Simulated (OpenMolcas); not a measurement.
# [C2CuF2O4]2− ([Cu(ox)F2]2-), step by step

Aim: a series of 10 runs (ROHF/ANO-RCC-MB, CASSCF(9,5)/ANO-RCC-VDZ, CASPT2[IPEA 0](9,5)/ANO-RCC-VDZ, SC-NEVPT2(9,5)/ANO-RCC-VDZ, MC-PDFT[ftrevPBE](9,5)/ANO-RCC-VDZ, CASPT2[IPEA 0.15](9,5)/ANO-RCC-VDZ, CASPT2(9,5)/ANO-RCC-VDZ) of [C2CuF2O4]2− ([Cu(ox)F2]2-). 

The results are computed with OpenMolcas 26.06.

### Step 1. The system as given

The species is [C2CuF2O4]2− (9 atoms), meant as a doublet with charge -2. SMILES: `O=C1[O][Cu-2]([F])([F])[O]C1=O`. The shape comes from GFN2-xTB, which is rough for such elements, and wasn't checked as a minimum.

Bond lengths: Cu1–O2 1.948 Å, O2–C3 1.277 Å, C3–O4 1.230 Å, C3–C5 1.548 Å, C5–O6 1.230 Å, Cu1–O7 1.946 Å, C5–O7 1.276 Å, Cu1–F8 1.842 Å, Cu1–F9 1.843 Å. Some angles: Cu1–O2–C3 112.6°, O2–Cu1–O7 84.8°, O2–Cu1–F8 137.6°, O2–Cu1–F9 98.4°, O7–Cu1–F8 98.4°, O7–Cu1–F9 137.5°, F8–Cu1–F9 106.5°, O2–C3–O4 124.4°, O2–C3–C5 115.0°, O4–C3–C5 120.7°.

### Step 2. The energy at ROHF/ANO-RCC-MB (DKH2) (run 1)

Input file step1.inp:

```
>>> EXPORT MOLCAS_PRINT=2
&GATEWAY
XBAS
Cu.ANO-RCC-MB
O.ANO-RCC-MB
C.ANO-RCC-MB
F.ANO-RCC-MB
End of Basis
ZMAT
Cu1
O2 1 1.94788
C3 2 1.276564 1 112.5818
O4 3 1.22995 2 124.35857 1 -179.01598
C5 3 1.547654 4 120.66597 2 179.64569
O6 5 1.229947 3 120.67433 4 -0.93457
O7 5 1.276423 6 124.3399 3 -179.67692
F8 1 1.841585 7 98.4275 5 137.21244
F9 1 1.842592 8 106.45815 7 -145.19233
End of ZMAT
&SEWARD
RELATIVISTIC
R02E00
&SCF
UHF
CHARGE
-2
SPIN
2
PRORBITALS
1 2
&RASSCF
FILEORB
$Project.UnaOrb
SPIN
2
NACTEL
1 0 0
INACTIVE
46
RAS2
1
OUTORBITALS
Canonical
ORBLISTING
NoCore
```

Started as:

```bash
$ export MOLCAS_MEM=1860
$ pymolcas step1.inp > step1.log
```

The program printed:

```text
--- Start Module: gateway ---
[...]
--- Stop Module: gateway /rc=_RC_ALL_IS_WELL_ ---
[...]
      Basis functions           58
[...]
--- Start Module: scf ---
[...]
       Convergence after  28 Iterations
[...]
::    Total SCF energy                              -2227.2604996863
[...]
      Total spin, S                                     0.5009968639
[...]
--- Stop Module: scf /rc=_RC_ALL_IS_WELL_ ---
[...]
--- Start Module: rasscf ---
[...]
      Number of active orbitals                  1
[...]
      Spin quantum number                      0.5
[...]
      Active orbitals                            1
[...]
      Number of CSFs                             1
[...]
      Number of root(s) required                 1
[...]
      Convergence after 11 iterations
[...]
      printout of CI-coefficients larger than  0.05 for root  1
      energy=   -2227.260121
      conf/sym  1     Coeff  Weight
             1  u   1.00000 1.00000
      Natural orbitals and occupation numbers for root  1
      sym 1:   1.000000
      ************************************************************************************************************************
      *                                                    Final results                                                     *
[...]
::    RASSCF root number  1 Total energy:  -2227.26012130
[...]
      Total electronic charge=   93.000000
      Total            charge=   -2.000000
[...]
      Dipole Moment (debye):
      Origin of the operator (angstrom)=    0.6540    0.0054    0.7162
                   X= -1.2836E+00               Y=  3.1756E-03               Z= -1.4076E+00           Total=  1.9050E+00
      Center of Charge (angstrom)
[...]
--- Stop Module: rasscf /rc=_RC_ALL_IS_WELL_ ---
[...]
```

Run time: 17 s. Hardware: 1 thread of Arm Neoverse V1, shared host; peak memory 0.41 GiB.

### Step 3. The excited states at CASSCF(9,5)/ANO-RCC-VDZ (DKH2, RICD fitting, 5 states averaged) (run 2)

Input file step2.inp:

```
* C2CuF2O4 CASSCF

&GATEWAY
  XBAS
  Cu.ANO-RCC-MB
  O.ANO-RCC-MB
  C.ANO-RCC-MB
  F.ANO-RCC-MB
  End of Basis
  ZMAT
  Cu1
  O2 1 1.94788
  C3 2 1.276564 1 112.5818
  O4 3 1.22995 2 124.35857 1 -179.01598
  C5 3 1.547654 4 120.66597 2 179.64569
  O6 5 1.229947 3 120.67433 4 -0.93457
  O7 5 1.276423 6 124.3399 3 -179.67692
  F8 1 1.841585 7 98.4275 5 137.21244
  F9 1 1.842592 8 106.45815 7 -145.19233
  End of ZMAT

&SEWARD
  Relativistic=R02E00

&RASSCF
  FileOrb=$CurrDir/step1.RasOrb
  Alter=4
  1 25 43
  1 26 44
  1 27 45
  1 28 46
  Spin=2
  Nactel=9 0 0
  Inactive=42
  Ras2=5
  CIRoot=5 5 1
  OrbListing=Nothing
>>> COPY $Project.RunFile RUNFIL1
>>> COPY $Project.RasOrb INPORB

&GATEWAY
  XBAS
  Cu.ANO-RCC-VDZ
  O.ANO-RCC-VDZ
  C.ANO-RCC-VDZ
  F.ANO-RCC-VDZ
  End of Basis
  ZMAT
  Cu1
  O2 1 1.94788
  C3 2 1.276564 1 112.5818
  O4 3 1.22995 2 124.35857 1 -179.01598
  C5 3 1.547654 4 120.66597 2 179.64569
  O6 5 1.229947 3 120.67433 4 -0.93457
  O7 5 1.276423 6 124.3399 3 -179.67692
  F8 1 1.841585 7 98.4275 5 137.21244
  F9 1 1.842592 8 106.45815 7 -145.19233
  End of ZMAT
  RICD

&SEWARD
  Relativistic=R02E00
>>> COPY $Project.RunFile RUNFIL2

&EXPBAS

&RASSCF
  FileOrb=$Project.ExpOrb
  Spin=2
  Nactel=9 0 0
  Inactive=42
  Ras2=5
  CIRoot=5 5 1
  OrbListing=NoCore
```

Started as:

```bash
$ export MOLCAS_MEM=1860
$ pymolcas step2.inp > step2.log
```

The program printed:

```text
--- Start Module: gateway ---
[...]
--- Stop Module: gateway /rc=_RC_ALL_IS_WELL_ ---
[...]
      Basis functions           58
[...]
      Number of active orbitals                  5
[...]
      Spin quantum number                      0.5
[...]
      Active orbitals                            5
[...]
      Number of CSFs                             5
[...]
      Number of root(s) required                 5
[...]
      Convergence after 17 iterations
[...]
      printout of CI-coefficients larger than  0.05 for root  1
      energy=   -2227.259553
      conf/sym  11111     Coeff  Weight
             1  2222u   0.98616 0.97250
             3  22u22  -0.13585 0.01845
             4  2u222  -0.09263 0.00858
[...]
      Natural orbitals and occupation numbers for root  1
      sym 1:   2.000000   2.000000   2.000000   2.000000   1.000000
      Natural orbitals and occupation numbers for root  2
      sym 1:   1.000000   2.000000   2.000000   2.000000   2.000000
      Natural orbitals and occupation numbers for root  3
      sym 1:   2.000000   1.000000   2.000000   2.000000   2.000000
[...]
::    RASSCF root number  1 Total energy:  -2227.25955324
::    RASSCF root number  2 Total energy:  -2227.22806969
[...]
      Basis functions           99
[...]
--- Start Module: expbas ---
[...]
      Convergence after 16 iterations
[...]
      Natural orbitals and occupation numbers for root  2
      sym 1:   1.000000   2.000000   2.000000   2.000000   2.000000
      Natural orbitals and occupation numbers for root  3
      sym 1:   2.000000   1.000000   2.000000   2.000000   2.000000
      Natural orbitals and occupation numbers for root  4
      sym 1:   2.000000   2.000000   1.000000   2.000000   2.000000
      Natural orbitals and occupation numbers for root  5
      sym 1:   2.000000   2.000000   2.000000   1.000000   2.000000
      ************************************************************************************************************************
      *                                                    Final results                                                     *
[...]
::    RASSCF root number  2 Total energy:  -2227.74145423
::    RASSCF root number  3 Total energy:  -2227.73318625
::    RASSCF root number  4 Total energy:  -2227.73000909
::    RASSCF root number  5 Total energy:  -2227.72349798
[...]
      Total electronic charge=   93.000000
      Total            charge=   -2.000000
[...]
      Dipole Moment (debye):
      Origin of the operator (angstrom)=    0.6540    0.0054    0.7162
                   X= -1.0090E+00               Y=  9.1517E-03               Z= -1.1070E+00           Total=  1.4979E+00
      Center of Charge (angstrom)
[...]
```

Wall time 31 s (1 thread of Arm Neoverse V1, shared host); peak memory 0.41 GiB.

The roots found:

```
excited state  energy (eV)
            1        0.678
            2        0.903
            3        0.990
            4        1.167
```

Runs 3 to 9 aren't shown in full; the table further down has their settings and results.

### Step 4. The vertical excitations at CASPT2(9,5)/ANO-RCC-VDZ (DKH2, RICD fitting, casscf thresholds set, ipea shift 0.25 Eh, pt2 variant XDW, 5 states averaged) (run 10)

Input file step10.input:

```
&GATEWAY
  XBAS
  Cu.ANO-RCC-VDZ
  O.ANO-RCC-VDZ
  C.ANO-RCC-VDZ
  F.ANO-RCC-VDZ
  End of Basis
  ZMAT
  Cu1
  O2 1 1.94788
  C3 2 1.276564 1 112.5818
  O4 3 1.22995 2 124.35857 1 -179.01598
  C5 3 1.547654 4 120.66597 2 179.64569
  O6 5 1.229947 3 120.67433 4 -0.93457
  O7 5 1.276423 6 124.3399 3 -179.67692
  F8 1 1.841585 7 98.4275 5 137.21244
  F9 1 1.842592 8 106.45815 7 -145.19233
  End of ZMAT
  RICD

&SEWARD
  Relativistic=R02E00

&RASSCF
  FileOrb=$CurrDir/step2.RasOrb
  Spin=2
  Nactel=9 0 0
  Inactive=42
  Ras2=5
  CIRoot=5 5 1
  Thrs=1e-10 0.0001 1e-05
  OrbListing=NoCore

&CASPT2
  XMultistate=all
  DWMS=100
  DWType=1
  Imaginary=0.1
```

Started as:

```bash
$ export MOLCAS_MEM=1860
$ pymolcas step10.input > step10.log
```

The program printed:

```text
--- Start Module: gateway ---
[...]
--- Stop Module: gateway /rc=_RC_ALL_IS_WELL_ ---
[...]
      Basis functions           99
[...]
--- Start Module: rasscf ---
[...]
      Number of active orbitals                  5
[...]
      Spin quantum number                      0.5
[...]
      Active orbitals                            5
[...]
      Number of CSFs                             5
[...]
      Number of root(s) required                 5
[...]
      Convergence after  4 iterations
[...]
      printout of CI-coefficients larger than  0.05 for root  1
      energy=   -2227.766373
      conf/sym  11111     Coeff  Weight
             1  2222u   0.54374 0.29565
             4  2u222  -0.64468 0.41561
             5  u2222   0.53595 0.28724
[...]
      Natural orbitals and occupation numbers for root  1
      sym 1:   2.000000   1.000000   2.000000   2.000000   2.000000
      Natural orbitals and occupation numbers for root  2
      sym 1:   2.000000   2.000000   1.000000   2.000000   2.000000
      Natural orbitals and occupation numbers for root  3
      sym 1:   2.000000   1.000000   2.000000   2.000000   2.000000
      Natural orbitals and occupation numbers for root  4
      sym 1:   2.000000   2.000000   2.000000   2.000000   1.000000
      Natural orbitals and occupation numbers for root  5
      sym 1:   2.000000   2.000000   2.000000   1.000000   2.000000
      ************************************************************************************************************************
      *                                                    Final results                                                     *
[...]
::    RASSCF root number  1 Total energy:  -2227.76637337
::    RASSCF root number  2 Total energy:  -2227.74145425
[...]
      Total electronic charge=   93.000000
      Total            charge=   -2.000000
[...]
      Dipole Moment (debye):
      Origin of the operator (angstrom)=    0.6540    0.0054    0.7162
                   X= -1.0090E+00               Y=  9.1512E-03               Z= -1.1071E+00           Total=  1.4980E+00
      Center of Charge (angstrom)
[...]
--- Stop Module: rasscf /rc=_RC_ALL_IS_WELL_ ---
[...]
--- Start Module: caspt2 ---
[...]
::    XDW-CASPT2 Root  2     Total energy:  -2229.05356984
::    XDW-CASPT2 Root  3     Total energy:  -2229.04310220
::    XDW-CASPT2 Root  4     Total energy:  -2229.03620573
::    XDW-CASPT2 Root  5     Total energy:  -2229.02771558
[...]
--- Stop Module: caspt2 /rc=_RC_ALL_IS_WELL_ ---
[...]
```

Wall time 27 s (1 thread of Arm Neoverse V1, shared host); peak memory 0.16 GiB.

The roots found:

```
excited state  energy (eV)
            1        0.943
            2        1.228
            3        1.415
            4        1.647
```

### Step 5. The series

```
run                                                                                                                              level  integral approximation       task   energy (Eh)  wall time
  1                                                                                                             ROHF/ANO-RCC-MB (DKH2)                    none     energy  -2227.260121       17 s
  2                                                                    CASSCF(9,5)/ANO-RCC-VDZ (DKH2, RICD fitting, 5 states averaged)                    RICD    excited  -2227.766373       31 s
  3                                                  CASSCF(9,5)/ANO-RCC-VDZ (DKH2, RICD fitting, multiplet size 2, 5 states averaged)                    RICD  magnetism  -2227.766373       11 s
  4         CASPT2[IPEA 0](9,5)/ANO-RCC-VDZ (DKH2, RICD fitting, ipea shift 0 Eh, multiplet size 2, pt2 variant MS, 5 states averaged)                    RICD  magnetism  -2229.082219       24 s
  5                                       SC-NEVPT2(9,5)/ANO-RCC-VDZ (DKH2, RICD fitting, pt2 variant QD-SC-NEVPT2, 5 states averaged)                    RICD    excited  -2229.044027       17 s
  6                                                         MC-PDFT[ftrevPBE](9,5)/ANO-RCC-VDZ (DKH2, RICD fitting, 5 states averaged)                    RICD    excited  -2232.278856       20 s
  7                                              CASPT2[IPEA 0](9,5)/ANO-RCC-VDZ (DKH2, RICD fitting, ipea shift 0 Eh, pt2 variant SS)                    RICD     energy  -2229.081583       13 s
  8                                                             SC-NEVPT2(9,5)/ANO-RCC-VDZ (DKH2, RICD fitting, pt2 variant SC-NEVPT2)                    RICD     energy  -2229.043294       12 s
  9  CASPT2[IPEA 0.15](9,5)/ANO-RCC-VDZ (DKH2, RICD fitting, ipea shift 0.15 Eh, pt2 variant SS, real shift 0.1 Eh, 3 states averaged)                    RICD    excited  -2229.079853       20 s
 10        CASPT2(9,5)/ANO-RCC-VDZ (DKH2, RICD fitting, casscf thresholds set, ipea shift 0.25 Eh, pt2 variant XDW, 5 states averaged)                    RICD    excited  -2229.088224       27 s
```

### Step 6. Summary of results

| quantity | value |
| --- | --- |
| run 10, CASPT2(9,5)/ANO-RCC-VDZ: energy of the lowest of 5 roots | -2229.08822 Eh |
| run 10, CASPT2(9,5)/ANO-RCC-VDZ: lowest excitation energy within this active space | 0.94 eV |

**Reading.** In run 1 the basis is minimal, so the values are rough. All runs together took 3.2 min, the longest 31 s.

A small anion of this charge may not be bound in the gas phase; the finite basis can hold electrons that would leave.
